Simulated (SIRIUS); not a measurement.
Wanted: the native input for a SIRIUS 7.10.0 run.

| Property | Result |
| --- | --- |
| Task | single point |
| Functional | PBE |
| Potentials or basis | JTH 2.0 PBE (PAW) |
| Cutoff | 557 eV |
| Density cutoff | 5442 eV |
| k mesh | 5 × 5 × 4 |
| Occupations | fermi-dirac, width 0.05 eV |
| Spin | no spin polarisation |
| Libxc names | ["XC_GGA_X_PBE", "XC_GGA_C_PBE"] |
| Energy tol | 1e-08 Ha |
| Density tol | 1e-06 |
| Mixer | anderson |
| Mixing beta | 0.7 |
| Max scf | 100 |

The system is In2S.

```
In S
1.0
     3.94306    0.00000    0.00000
     0.00000    3.94306    0.00000
     0.00000    0.00000    5.43495
In S
2 1
Direct
  0.50000 0.00000 0.66115
  0.00000 0.50000 0.33885
  0.00000 0.00000 0.00000
```

The cell was built by a generator and needn't be a form met in nature.

These files were run (other wordings do the same):

sirius.json

```json
{
  "control": {
    "processing_unit": "cpu",
    "verbosity": 2,
    "num_bands_to_print": 25,
    "print_forces": true,
    "print_stress": true
  },
  "parameters": {
    "electronic_structure_method": "pseudopotential",
    "xc_functionals": ["XC_GGA_X_PBE", "XC_GGA_C_PBE"],
    "gk_cutoff": 6.4,
    "pw_cutoff": 20.0,
    "ngridk": [5, 5, 4],
    "shiftk": [0, 0, 0],
    "smearing": "fermi_dirac",
    "smearing_width": 0.0018374661,
    "num_bands": 25,
    "num_mag_dims": 0,
    "num_dft_iter": 100,
    "energy_tol": 1e-08,
    "density_tol": 1e-06
  },
  "iterative_solver": {
    "type": "davidson",
    "min_tolerance": 1e-09,
    "tolerance_scale": [0.1, 0.25]
  },
  "mixer": {
    "type": "anderson",
    "beta": 0.7,
    "max_history": 8
  },
  "settings": {
    "tol_ne": 1e-10
  },
  "unit_cell": {
    "lattice_vectors": [
      [7.451303492967, 0.0, 0.0],
      [0.0, 7.451303492967, 0.0],
      [0.0, 0.0, 10.270567001035]
    ],
    "atom_coordinate_units": "lattice",
    "atom_types": ["In", "S"],
    "atom_files": {
      "S": "S.json",
      "In": "In.json"
    },
    "atoms": {
      "In": [
        [0.5, 0.0, 0.66115],
        [0.0, 0.5, 0.33885]
      ],
      "S": [
        [0.0, 0.0, 0.0]
      ]
    }
  }
}
```

Potentials or basis: JTH 2.0 PBE (PAW).

Command:

```sh
$ upf_to_json S.GGA_PBE-JTH.UPF
$ upf_to_json In.GGA_PBE-JTH.UPF
$ OMP_NUM_THREADS=1 sirius.scf --input=sirius.json --output=out.json --task=0
```

It gave:

```json
{"Pressure": "-0.3 GPa", "Largest force": "0.021 eV/Å", "Band gap on the k mesh": "none (metal or under the smearing width)"}
```

Wall time 95 s on 1 thread of Arm Neoverse V1 (shared host), peak memory 0.53 GiB.
